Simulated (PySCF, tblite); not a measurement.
**C₇H₇F₂ radical: geometry, infrared bands and EPR parameters**

Wanted: the infrared bands and EPR parameters of C₇H₇F₂ radical (`C[CH]C1=CC=C(F)[C@@H]1F`), by calculation.

The runs use tblite 0.8.0 and PySCF 2.14.0, with density-fitted response routines of our own; the level of theory stands in each step. All values are computed, except where a source is named. Atoms count from 0, in the outputs and in this text.

## 1. Starting geometry

16 atoms, charge 0, multiplicity 2; geometry from: force field or distance geometry start.

Bonds of the start (Å): C0–C1 1.49, C1–C2 1.45, C2–C3 1.35, C3–C4 1.45, C4–C5 1.33, C5–F6 1.35, C5–C7 1.49, C7–F8 1.36, C7–C2 1.52, C0–H9 1.11, C0–H10 1.09, C0–H11 1.09, C1–H12 1.07, C3–H13 1.07, C4–H14 1.08, C7–H15 1.10.

## 2. Relaxing the molecule with GFN2-xTB

The job: settings as JSON, then the geometry in Å.

```
{"job": {"kind": "relax", "xc": "GFN2-xTB", "basis": "xTB"}, "charge": 0, "multiplicity": 2}
C     -2.307500    -0.406100     0.688900
C     -1.480400    -0.220400    -0.536100
C     -0.053800     0.010600    -0.431700
C      0.789500     0.070200    -1.482800
C      2.126600     0.314600    -0.988400
C      2.089800     0.420900     0.334600
F      3.175400     0.673700     1.091700
C      0.706800     0.252100     0.858500
F      0.612300    -0.827100     1.688400
H     -3.379600    -0.379000     0.419900
H     -2.115200    -1.370900     1.159800
H     -2.146900     0.391800     1.419500
H     -1.924900    -0.406000    -1.489600
H      0.548300    -0.071500    -2.520200
H      2.999700     0.412400    -1.617200
H      0.352400     1.143500     1.393200
```

On the command line:

```sh
OMP_NUM_THREADS=1 python probes_run.py task.json out
```

This one command runs all jobs of the session in turn.

Output:

```text
step      E/eV     max force
  0    -760.01824    4.426
  1    -760.26832    1.186
  2    -760.30102    0.509
  3    -760.31787    0.429
  4    -760.33306    0.336
  5    -760.33990    0.187
  6    -760.34476    0.163
  7    -760.34679    0.100
  8    -760.34828    0.095
  9    -760.34937    0.076
 10    -760.35006    0.062
 11    -760.35050    0.060
 12    -760.35088    0.046
 13    -760.35128    0.052
 14    -760.35169    0.059
 15    -760.35209    0.065
 16    -760.35251    0.064
 17    -760.35296    0.056
 18    -760.35342    0.059
 19    -760.35387    0.054
 20    -760.35427    0.052
 21    -760.35463    0.052
 22    -760.35492    0.038
 23    -760.35511    0.027
 24    -760.35521    0.023
 25    -760.35527    0.018
 26    -760.35534    0.019
 27    -760.35542    0.019
 28    -760.35549    0.016
 29    -760.35553    0.013
 30    -760.35556    0.015
 31    -760.35560    0.015
 32    -760.35563    0.013
 33    -760.35565    0.008
```

It took 0.21 s on 1 thread of Arm Neoverse V1, shared host.

Relaxation path: (not every step is listed)

| step | energy from step 0 (eV) | largest force (eV/Å) |
| --- | --- | --- |
| 0 | 0.0000 | 4.4265 |
| 1 | -0.2501 | 1.1861 |
| 2 | -0.2828 | 0.5095 |
| 3 | -0.2996 | 0.4287 |
| 4 | -0.3148 | 0.3365 |
| 5 | -0.3217 | 0.1869 |
| 6 | -0.3265 | 0.1629 |
| 7 | -0.3286 | 0.1000 |
| 8 | -0.3300 | 0.0949 |
| 10 | -0.3318 | 0.0618 |
| 12 | -0.3326 | 0.0456 |
| 14 | -0.3334 | 0.0594 |
| 16 | -0.3343 | 0.0637 |
| 18 | -0.3352 | 0.0591 |
| 20 | -0.3360 | 0.0524 |
| 22 | -0.3367 | 0.0377 |
| 24 | -0.3370 | 0.0233 |
| 26 | -0.3371 | 0.0188 |
| 28 | -0.3373 | 0.0159 |
| 29 | -0.3373 | 0.0134 |
| 30 | -0.3373 | 0.0154 |
| 31 | -0.3374 | 0.0151 |
| 32 | -0.3374 | 0.0126 |
| 33 | -0.3374 | 0.0077 |

Close pairs (by a distance rule), those that changed most:

| bond | before (Å) | after (Å) | change (Å) |
| --- | --- | --- | --- |
| C1–C2 | 1.449 | 1.354 | -0.095 |
| C2–C3 | 1.349 | 1.415 | +0.066 |
| C3–C4 | 1.446 | 1.405 | -0.041 |
| C4–C5 | 1.328 | 1.360 | +0.032 |
| C0–H9 | 1.106 | 1.086 | -0.019 |
| C7–F8 | 1.365 | 1.382 | +0.017 |
| C5–C7 | 1.489 | 1.501 | +0.012 |
| C1–H12 | 1.068 | 1.080 | +0.012 |

The end geometry stands in the next job.

## 3. Harmonic vibrations with GFN2-xTB

The job: settings as JSON, then the geometry in Å.

```
{"job": {"kind": "ir", "xc": "GFN2-xTB", "basis": "xTB"}, "charge": 0, "multiplicity": 2}
C     -2.302227    -0.387196     0.694276
C     -1.422199    -0.282332    -0.497403
C     -0.097364    -0.008841    -0.442862
C      0.817432     0.089264    -1.517584
C      2.114391     0.334148    -1.035979
C      2.080441     0.396020     0.322431
F      3.108630     0.646319     1.138647
C      0.681863     0.228851     0.840368
F      0.557085    -0.818999     1.732940
H     -3.349989    -0.329006     0.412696
H     -2.134519    -1.340698     1.199108
H     -2.078924     0.395981     1.417632
H     -1.863336    -0.471374    -1.465126
H      0.551152    -0.013304    -2.551996
H      2.994249     0.448858    -1.641434
H      0.335713     1.121253     1.382874
```

Output:

```text
mode    cm-1     km/mol
  1     -53.1      1.47
  2      79.1      0.35
  3     156.3      2.06
  4     192.2      2.18
  5     218.5      0.50
  6     249.4      2.09
  7     329.7      2.43
  8     386.8      1.67
  9     463.1      2.63
 10     521.5      4.11
 11     564.2      2.92
 12     627.6     10.90
 13     690.1     24.33
 14     720.4      1.59
 15     758.8     22.82
 16     847.7      9.39
 17     872.8     23.16
 18     909.9     35.69
 19    1004.5      4.11
 20    1015.7     26.67
 21    1042.0     30.00
 22    1060.0     17.85
 23    1117.3     31.25
 24    1146.9      9.63
 25    1166.2     11.55
 26    1236.6     21.35
 27    1246.4     89.59
 28    1281.1      3.26
 29    1312.7     24.95
 30    1349.4     36.38
 31    1398.1     16.39
 32    1463.6     11.10
 33    1470.3      6.01
 34    1539.5    140.68
 35    1600.2     27.43
 36    2869.9     21.37
 37    2976.6      6.92
 38    3014.4     10.85
 39    3048.6     19.22
 40    3079.8     25.46
 41    3147.8      7.47
 42    3158.9     14.59
```

Wall time 0.53 s (1 thread of Arm Neoverse V1, shared host).

Which atoms move in the most intense modes:

| cm⁻¹ | km/mol | atoms |
| --- | --- | --- |
| 910 | 35.7 | C7 37 %, C4 13 %, H14 12 %, H15 11 % |
| 1016 | 26.7 | H9 21 %, C7 12 %, C0 11 % |
| 1042 | 30.0 | C7 29 %, H9 13 %, F8 11 % |
| 1117 | 31.2 | C1 26 %, C0 17 %, H15 15 % |
| 1246 | 89.6 | C5 31 %, C7 25 %, H15 19 % |
| 1349 | 36.4 | C3 33 %, C4 28 %, C5 12 % |
| 1540 | 140.7 | C5 49 %, C4 25 % |
| 1600 | 27.4 | C2 43 %, C1 37 % |

## 4. g tensor and hyperfine couplings: B3LYP/pcH-1

Settings changed since step 3:

```diff
@@ -1,2 +1,2 @@
-{"job": {"kind": "ir", "xc": "GFN2-xTB", "basis": "xTB"}, "charge": 0, "multiplicity": 2}
+{"job": {"kind": "epr", "basis": "pcH-1"}, "charge": 0, "multiplicity": 2}
 C     -2.302227    -0.387196     0.694276
```

With the program's defaults for keys left out, this is: UKS B3LYP, pcH-1 on C F H, non-relativistic, mean-field spin-orbit, GIAO.

Output:

```text
UKS, coarse grid
  cycle   1  E = -470.48733353  |g| = 5.24e-01
  cycle   2  E = -470.34972968  |g| = 8.21e-01
  cycle   3  E = -470.58586233  |g| = 1.07e-01
  cycle   4  E = -470.59073371  |g| = 5.28e-02
  cycle   5  E = -470.59217832  |g| = 1.99e-02
  cycle   6  E = -470.59242937  |g| = 7.53e-03
  cycle   7  E = -470.59250974  |g| = 4.18e-03
  cycle   8  E = -470.59253191  |g| = 2.71e-03
  cycle   9  E = -470.59253721  |g| = 7.15e-04
UKS, final grid
  cycle   1  E = -470.59254214  |g| = 9.01e-04
  cycle   2  E = -470.59254180  |g| = 1.36e-03
  cycle   3  E = -470.59254257  |g| = 1.83e-04
  cycle   4  E = -470.59254260  |g| = 8.01e-05
  cycle   5  E = -470.59254262  |g| = 6.00e-05
  cycle   6  E = -470.59254262  |g| = 1.50e-05
E = -470.59254262 Eh   <S^2> = 0.7893 (exact 0.7500)
g shifts (ppm)      1          2          3
  rmc          -179       -179       -179
  gc              5         46         36
  oz_so        -138       1134       1545
  total        -312       1002       1402
hyperfine (MHz)  atom isotope    a_iso     a_fc   dipolar eigenvalues
    0   13C     -12.81     -12.81     -0.91      0.26      0.65
    1   13C      32.41      32.41    -29.50    -28.79     58.29
    2   13C     -36.61     -36.61    -23.15      9.54     13.61
    3   13C      52.06      52.06    -46.58    -45.59     92.17
    4   13C     -41.79     -41.79    -26.97     12.61     14.36
    5   13C      52.15      52.15    -43.13    -42.60     85.73
    6   19F      81.94      81.94   -142.81   -118.85    261.66
    7   13C     -11.32     -11.32     -1.28     -0.40      1.68
    8   19F     105.30     105.30    -31.72    -22.48     54.20
    9    1H       7.53       7.53     -1.92     -1.69      3.60
   10    1H      55.98      55.98     -2.16     -1.25      3.41
   11    1H      23.08      23.08     -2.07     -1.02      3.09
   12    1H     -23.43     -23.43    -11.53     -1.67     13.20
   13    1H     -38.17     -38.17    -21.57     -0.61     22.18
   14    1H      11.02      11.02     -3.99     -1.37      5.36
   15    1H      21.39      21.39     -2.49     -1.59      4.07
```

Run time: 93 s. Hardware: 1 thread of Arm Neoverse V1, shared host; peak memory 0.96 GiB.

Principal g values 2.00201, 2.00332, 2.00372; g(iso) = 2.00302, against 2.00232 for a free electron.

Mean a(iso) over the nuclei that a row names, and the largest dipolar term of the row (other rows stand at the frozen geometry):

| nuclei | isotope | a(iso) (MHz) | a(iso) (G, at g = 2.0023) | largest dipolar term (MHz) |
| --- | --- | --- | --- | --- |
| F8 | 19F | 105.3 | 37.6 | 54.2 |
| F6 | 19F | 81.9 | 29.2 | 261.7 |
| C5 | 13C | 52.2 | 18.6 | 85.7 |
| C3 | 13C | 52.1 | 18.6 | 92.2 |
| C4 | 13C | -41.8 | -14.9 | -27.0 |
| H13 | 1H | -38.2 | -13.6 | 22.2 |
| C2 | 13C | -36.6 | -13.1 | -23.1 |
| C1 | 13C | 32.4 | 11.6 | 58.3 |
| H9, H10, H11 | 1H | 28.9 | 10.3 | 3.6 |
| H12 | 1H | -23.4 | -8.4 | 13.2 |
| H15 | 1H | 21.4 | 7.6 | 4.1 |
| C0 | 13C | -12.8 | -4.6 | -0.9 |
| C7 | 13C | -11.3 | -4.0 | 1.7 |
| H14 | 1H | 11.0 | 3.9 | 5.4 |

Mulliken spin populations:

C0 -0.03; C1 0.37; C2 -0.20; C3 0.59; C4 -0.23; C5 0.45; F6 0.04; C7 -0.01; F8 0.01; H9 0.00; H10 0.02; H11 0.01; H12 -0.02; H13 -0.03; H14 0.01; H15 0.01

In first order the couplings over 0.8 MHz of 19F, 1H give 256 distinct lines over 131.3 G, if the averaged nuclei exchange fast.

Orbitals, density, ELF and potential are computed afterwards from the orbital file.

ELF in a plane through or near 12 of the atoms.

Values, 10 rows by 14 columns:
```
0.00 0.00 0.00 0.00 0.00 0.00 0.00 0.00 0.00 0.00 0.00 0.00 0.00 0.00
0.00 0.00 0.00 0.00 0.00 0.00 0.00 0.00 0.00 0.00 0.00 0.00 0.00 0.00
0.00 0.00 0.01 0.21 0.45 0.02 0.01 0.04 0.00 0.00 0.00 0.00 0.00 0.00
0.00 0.00 0.20 0.85 0.73 0.09 0.25 0.16 0.01 0.27 0.11 0.01 0.00 0.00
0.00 0.00 0.01 0.09 0.31 0.45 0.22 0.52 0.03 0.70 0.51 0.24 0.03 0.00
0.00 0.00 0.66 0.86 0.31 0.44 0.53 0.18 0.46 0.85 0.90 0.99 0.56 0.00
0.00 0.01 0.96 1.00 0.56 0.54 0.32 0.33 0.66 0.71 0.09 0.76 0.06 0.00
0.00 0.00 0.03 0.07 0.02 0.97 0.99 0.01 0.98 0.99 0.04 0.00 0.00 0.00
0.00 0.00 0.00 0.00 0.01 0.86 0.92 0.00 0.06 0.11 0.00 0.00 0.00 0.00
0.00 0.00 0.00 0.00 0.00 0.00 0.00 0.00 0.00 0.00 0.00 0.00 0.00 0.00
```
The map spans 11.9 Å across and 9.9 Å up, centred on the molecule. Atoms in the plane (x, y in Å): C0 (2.4, 0.2), C1 (1.3, -0.8), C2 (0.0, -0.5), C3 (-1.1, -1.3), C4 (-2.3, -0.5), C5 (-2.0, 0.8), F6 (-2.8, 1.8), C7 (-0.5, 1.0), H9 (3.4, -0.3), H12 (1.5, -1.9), H13 (-1.1, -2.4), H14 (-3.3, -0.9).

log10 of the density (e/Å³) in the same plane.

Values, 10 rows by 14 columns:
```
-4.0 -4.0 -4.0 -4.0 -4.0 -4.0 -4.0 -4.0 -4.0 -4.0 -4.0 -4.0 -4.0 -4.0
-4.0 -4.0 -4.0 -4.0 -3.8 -4.0 -4.0 -4.0 -4.0 -4.0 -4.0 -4.0 -4.0 -4.0
-4.0 -4.0 -2.6 -1.2 -1.0 -2.0 -2.0 -1.8 -2.7 -3.2 -3.3 -4.0 -4.0 -4.0
-4.0 -4.0 -1.5  0.5  0.8 -0.8 -0.5 -0.6 -1.6 -1.5 -1.7 -2.6 -3.7 -4.0
-4.0 -3.9 -2.2 -0.9  0.1  0.4  0.5 -0.3 -1.1  0.0 -0.2 -1.3 -2.5 -4.0
-4.0 -3.2 -1.6 -0.4  0.7 -0.1 -0.1  0.5  0.1  0.2  0.2 -0.4 -2.0 -3.6
-4.0 -3.2 -1.5 -0.2 -0.2  0.3  0.3 -0.3  0.2 -0.3 -1.3 -1.6 -2.7 -4.0
-4.0 -4.0 -2.8 -2.1 -1.7 -0.3 -0.1 -1.6 -0.7 -0.9 -2.2 -3.3 -4.0 -4.0
-4.0 -4.0 -4.0 -3.8 -2.7 -1.7 -1.6 -2.6 -2.5 -2.6 -3.4 -4.0 -4.0 -4.0
-4.0 -4.0 -4.0 -4.0 -4.0 -3.6 -3.5 -4.0 -4.0 -4.0 -4.0 -4.0 -4.0 -4.0
```
The map spans 11.9 Å across and 9.9 Å up, centred on the molecule. Atoms in the plane (x, y in Å): C0 (2.4, 0.2), C1 (1.3, -0.8), C2 (0.0, -0.5), C3 (-1.1, -1.3), C4 (-2.3, -0.5), C5 (-2.0, 0.8), F6 (-2.8, 1.8), C7 (-0.5, 1.0), H9 (3.4, -0.3), H12 (1.5, -1.9), H13 (-1.1, -2.4), H14 (-3.3, -0.9).

On the surface of density 0.002 e/bohr³ the electrostatic potential runs, from the 1st to the 99th percentile, from -1.04 V near F8 to 1.09 V near H14.

The spin density lies nearest to C3, C5 about 25 % each; C1 17 %; C2, C4 about 7 % each (beta excess).

## 5. Outcome

| quantity | value |
| --- | --- |
| strongest single infrared mode (GFN2-xTB) | 1540 cm⁻¹, 141 km/mol |
| zero-point energy (GFN2-xTB) | 73.4 kcal/mol |
| g(iso) (B3LYP) | 2.00302 |
| ⟨S²⟩ | 0.789 (exact 0.75) |
| largest a(iso) (averaged by class) | 19F on F8, 105.3 MHz |
| surface potential, 1st and 99th percentile | -1.04 V and 1.09 V |

What this shows: The optimisation took 33 steps and gained 0.337 eV; among the close pairs (by a distance rule), C1–C2 changed most, from 1.449 to 1.354 Å. The lowest mode is imaginary (53i cm⁻¹), so the xTB geometry is not a minimum. The strongest single mode, at 1540 cm⁻¹, moves mainly C5 and C4. Unscaled tight-binding wavenumbers are off by several per cent, some by more. Its intensities can rank the bands wrongly. The largest spin populations lie on C3 (0.59 e), C5 (0.45 e). The isotropic g lies 0.7 ppt above the free-electron value.
